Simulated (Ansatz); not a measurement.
# H4OSeSi: single points with varied inputs, part 2 of 2

Ansatz 0.2.0, Gaussian basis; the settings change from run to run. Earlier steps stand in the parts before.

**7. LC-wPBE/def2-TZVPP**

Options: relativity set to none, high accuracy.

in.yaml reads:

```yaml
crystal:
  periodic: [false, false, false]
  atoms:
    - {symbol: O, position_ang: [-1.543388, -0.123899, -0.495724]}
    - {symbol: Si, position_ang: [-0.158801, 0.527731, 0.098112]}
    - {symbol: Se, position_ang: [1.155345, -0.979836, 1.196893]}
    - {symbol: H, position_ang: [-1.478459, -0.957297, -0.964797]}
    - {symbol: H, position_ang: [0.678720, 1.118623, -0.974948]}
    - {symbol: H, position_ang: [-0.593592, 1.544452, 1.077628]}
    - {symbol: H, position_ang: [2.001476, -1.197875, 0.017336]}
basis:
  gaussian: {orbitals: def2-TZVPP}
hamiltonian: {xc: {name: LC-wPBE}, pseudopotentials: {relativity: none}}
accuracy: high
output: {forces: true}
```

Launch:

```sh
$ ansatz run in.yaml --threads 2 --pin off --events-out ev --progress --plain --max-ram 4352MiB
```

Output, cut to the lines that bear on the results:

```text
Functional definition: LC-wPBE
  name "LC-wPBE"
  cite "Vydrov & Scuseria, J. Chem. Phys. 125, 234109 (2006) doi:10.1063/1.2409292"
  cite "Heyd & Scuseria, J. Chem. Phys. 120, 7274 (2004) doi:10.1063/1.1668634"
  cite "Ernzerhof & Perdew, J. Chem. Phys. 109, 3313 (1998) doi:10.1063/1.476928"
  cite "Perdew, Burke & Ernzerhof, Phys. Rev. Lett. 77, 3865 (1996) doi:10.1103/PhysRevLett.77.3865"
  parent pbe
[...]
2963 factors; integrals over basis functions are off by at most 5.5e-9 eV
610 factors; integrals over basis functions are off by at most 2.6e-9 eV
[...]
mean field -75330.10775733 eV, -2768.3303995011 hartree, gradient 1.4e-8 eV, S^2 0.000000; 0 other end points of the search recorded, 0 dependent functions left out
[...]
reference -75330.10775733 eV, -2768.3303995011 hartree; 30, 30 occupied and 147, 147 virtual orbitals, 2963 factors
Total energy: -75330.10775733 eV, -2768.3303995011 hartree
Atom 0 at    -1.543388    -0.123899    -0.495724 Å, force     0.121691    -0.102069    -0.043509 eV/Å
Atom 1 at    -0.158801     0.527731     0.098112 Å, force     0.090295    -0.022634     0.143825 eV/Å
Atom 2 at     1.155345    -0.979836     1.196893 Å, force    -0.021136     0.128083    -0.321291 eV/Å
Atom 3 at    -1.478459    -0.957297    -0.964797 Å, force    -0.054932     0.071303     0.034400 eV/Å
Atom 4 at     0.678720     1.118623    -0.974948 Å, force    -0.053086    -0.048377     0.066735 eV/Å
Atom 5 at    -0.593592     1.544452     1.077628 Å, force     0.038078    -0.050839    -0.061473 eV/Å
Atom 6 at     2.001476    -1.197875     0.017336 Å, force    -0.120909     0.024532     0.181314 eV/Å
Dipole moment:     0.092610    -0.120934    -0.289837 e Å
```

It took 16 s on 2 threads of Arm Neoverse V1, shared host; peak memory 0.82 GiB.

Largest force 0.347 eV/Å, dipole 1.57 D.

**8. HSE06/def2-SVPD**

This run has unrestricted orbitals, D3(BJ) with three-body dispersion, high accuracy.

in.yaml: that of step 7 with these lines changed.

```diff
@@ -11,5 +11,5 @@
 basis:
-  gaussian: {orbitals: def2-TZVPP}
-hamiltonian: {xc: {name: LC-wPBE}, pseudopotentials: {relativity: none}}
+  gaussian: {orbitals: def2-SVPD}
+magnetization: {spin_polarized: true, initial_magnetization: 0}
+hamiltonian: {xc: {name: HSE06}, dispersion: d3bjatm}
 accuracy: high
-output: {forces: true}
```

Same command.

Output, cut to the lines that bear on the results:

```text
Functional definition: HSE06
  name "HSE06"
  cite "Heyd, Scuseria & Ernzerhof, J. Chem. Phys. 118, 8207 (2003) doi:10.1063/1.1564060"
  cite "Krukau, Vydrov, Izmaylov & Scuseria, J. Chem. Phys. 125, 224106 (2006) doi:10.1063/1.2404663"
  cite "Heyd & Scuseria, J. Chem. Phys. 120, 7274 (2004) doi:10.1063/1.1668634"
  cite "Ernzerhof & Perdew, J. Chem. Phys. 109, 3313 (1998) doi:10.1063/1.476928"
  cite "Perdew, Burke & Ernzerhof, Phys. Rev. Lett. 77, 3865 (1996) doi:10.1103/PhysRevLett.77.3865"
  parent pbe
[...]
  # The whole range is PBE's own exchange, as in plane waves. The composition of these papers is wPBEh.
[...]
2294 factors; integrals over basis functions are off by at most 4.9e-9 eV
151 factors; integrals over basis functions are off by at most 1.7e-9 eV
[...]
mean field -75315.97543509 eV, -2767.8110462378 hartree, gradient 5.6e-8 eV, S^2 0.000000; 0 other end points of the search recorded, 0 dependent functions left out
reference -75315.97544013 eV, -2767.8110464231 hartree; 30, 30 occupied and 90, 90 virtual orbitals, 2294 factors
Total energy: -75316.07888205 eV, -2767.8148478434 hartree
```

Run time: 13 s. Hardware: 2 threads of Arm Neoverse V1, shared host; peak memory 0.74 GiB.

⟨S²⟩ 0.000.

**9. revPBE/cc-pVTZ**

Set apart from the defaults: charge +1, multiplicity 2, D3(BJ) dispersion, relativity set to none, high accuracy.

in.yaml: that of step 8 with these lines changed.

```diff
@@ -11,5 +11,7 @@
 basis:
-  gaussian: {orbitals: def2-SVPD}
-magnetization: {spin_polarized: true, initial_magnetization: 0}
-hamiltonian: {xc: {name: HSE06}, dispersion: d3bjatm}
+  gaussian: {orbitals: cc-pVTZ}
+total_charge: 1
+magnetization: {spin_polarized: true, initial_magnetization: 1}
+hamiltonian: {xc: {name: revPBE}, dispersion: d3bj, pseudopotentials: {relativity: none}}
 accuracy: high
+output: {forces: true}
```

Same command.

Output, cut to the lines that bear on the results:

```text
Functional definition: revPBE
  name "revPBE"
  cite "Zhang & Yang, Phys. Rev. Lett. 80, 890 (1998) doi:10.1103/PhysRevLett.80.890"
  cite "Perdew, Burke & Ernzerhof, Phys. Rev. Lett. 77, 3865 (1996) doi:10.1103/PhysRevLett.77.3865"
[...]
2772 factors; integrals over basis functions are off by at most 4.8e-9 eV
[...]
mean field -75326.51455846 eV, -2768.1983518781 hartree, gradient 3.4e-8 eV, S^2 0.753411; 4 other end points of the search recorded, 0 dependent functions left out
[...]
reference -75326.51456293 eV, -2768.1983520423 hartree; 30, 29 occupied and 133, 134 virtual orbitals, 2772 factors
Total energy: -75326.85626992 eV, -2768.2109095426 hartree
Atom 0 at    -1.543388    -0.123899    -0.495724 Å, force    -0.261413    -0.352540     0.476400 eV/Å
Atom 1 at    -0.158801     0.527731     0.098112 Å, force    -0.655646     2.274380    -1.100125 eV/Å
Atom 2 at     1.155345    -0.979836     1.196893 Å, force     0.360034    -1.060743     1.192888 eV/Å
Atom 3 at    -1.478459    -0.957297    -0.964797 Å, force    -0.228954    -0.592652    -0.566824 eV/Å
Atom 4 at     0.678720     1.118623    -0.974948 Å, force     0.256805    -0.146712    -0.023520 eV/Å
Atom 5 at    -0.593592     1.544452     1.077628 Å, force     0.138838    -0.037190     0.408080 eV/Å
Atom 6 at     2.001476    -1.197875     0.017336 Å, force     0.390337    -0.084543    -0.386899 eV/Å
Dipole moment:     0.269891    -0.190239    -0.217782 e Å
```

Run time: 21 s. Hardware: 2 threads of Arm Neoverse V1, shared host; peak memory 0.66 GiB.

Largest force 2.610 eV/Å, ⟨S²⟩ 0.753.

**10. LC-wPBE/def2-mTZVPP**

in.yaml: that of step 9 with these lines changed.

```diff
@@ -11,7 +11,4 @@
 basis:
-  gaussian: {orbitals: cc-pVTZ}
-total_charge: 1
-magnetization: {spin_polarized: true, initial_magnetization: 1}
-hamiltonian: {xc: {name: revPBE}, dispersion: d3bj, pseudopotentials: {relativity: none}}
-accuracy: high
+  gaussian: {orbitals: def2-mTZVPP}
+hamiltonian: {xc: {name: LC-wPBE}}
 output: {forces: true}
```

The command is unchanged.

Output, cut to the lines that bear on the results:

```text
Functional definition: LC-wPBE
  name "LC-wPBE"
  cite "Vydrov & Scuseria, J. Chem. Phys. 125, 234109 (2006) doi:10.1063/1.2409292"
  cite "Heyd & Scuseria, J. Chem. Phys. 120, 7274 (2004) doi:10.1063/1.1668634"
  cite "Ernzerhof & Perdew, J. Chem. Phys. 109, 3313 (1998) doi:10.1063/1.476928"
  cite "Perdew, Burke & Ernzerhof, Phys. Rev. Lett. 77, 3865 (1996) doi:10.1103/PhysRevLett.77.3865"
  parent pbe
[...]
997 factors; their error is unknown
374 factors; integrals over basis functions are off by at most 1.1e-5 eV
[...]
mean field -75329.66428075 eV, -2768.3141020372 hartree, gradient 4.9e-5 eV, S^2 0.000000; 0 other end points of the search recorded, 0 dependent functions left out
[...]
reference -75329.66428075 eV, -2768.3141020374 hartree; 30, 30 occupied and 77, 77 virtual orbitals, 997 factors
Total energy: -75329.66428075 eV, -2768.3141020374 hartree
Atom 0 at    -1.543388    -0.123899    -0.495724 Å, force    -0.065834    -0.077785    -0.065383 eV/Å
Atom 1 at    -0.158801     0.527731     0.098112 Å, force     0.238354     0.154008     0.221488 eV/Å
Atom 2 at     1.155345    -0.979836     1.196893 Å, force     0.045201     0.072103    -0.315683 eV/Å
Atom 3 at    -1.478459    -0.957297    -0.964797 Å, force    -0.069000    -0.057706    -0.044379 eV/Å
Atom 4 at     0.678720     1.118623    -0.974948 Å, force    -0.055031    -0.057292     0.060824 eV/Å
Atom 5 at    -0.593592     1.544452     1.077628 Å, force     0.034875    -0.055259    -0.066016 eV/Å
Atom 6 at     2.001476    -1.197875     0.017336 Å, force    -0.128566     0.021931     0.209149 eV/Å
Dipole moment:     0.102040    -0.094352    -0.321039 e Å
```

Wall time 2.1 s (2 threads of Arm Neoverse V1, shared host); peak memory 0.36 GiB.

Largest force 0.360 eV/Å, dipole 1.68 D.

**11. The runs in one table**

```tsv
level	charge	multiplicity	geometry	functions	energy (eV)	time
rPW86-PBE/def2-TZVPP	0	1	relaxed	177	-75377.255	6 s
wB97M-V/def2-mTZVPP	1	2	shaken	107	-75326.880	8.5 s
BHLYP/def2-mTZVPP	1	2	shaken	107	-75331.258	4.8 s
B3LYP/def2-SVPD	0	1	relaxed	120	-75331.230	1.6 s
MP2/ANO-RCC-VTZP	0	1	shaken	163	-76069.550	16 s
LC-wPBE/def2-TZVPP	0	1	relaxed	177	-75330.108	16 s
HSE06/def2-SVPD	0	1	relaxed	120	-75316.079	13 s
revPBE/cc-pVTZ	1	2	relaxed	163	-75326.856	21 s
LC-wPBE/def2-mTZVPP	0	1	relaxed	107	-75329.664	2.1 s
```

**12. What came out**

The summary covers parts 1 to 2.

```
                                         quantity                   value
                                             runs                       9
                                         quickest  B3LYP/def2-SVPD, 1.6 s
                                          slowest    revPBE/cc-pVTZ, 21 s
spread of total energies, same state and geometry                 61.2 eV
                  dipole, same state and geometry          1.41 to 1.68 D
```

**Reading.** revPBE/cc-pVTZ took 13 times as long as B3LYP/def2-SVPD. The jobs differ in tasks and options as well as level. The totals spread over 61 eV; they can't be compared across methods or bases. At the PBE0-D4/def2-TZVP geometry and in the same state, runs without warnings or point charges leave forces up to 0.63 eV/Å (rPW86-PBE/def2-TZVPP), against 5.0 eV/Å where the atoms were moved. At that geometry and state the dipole changes by 19 % between the lowest and highest value.
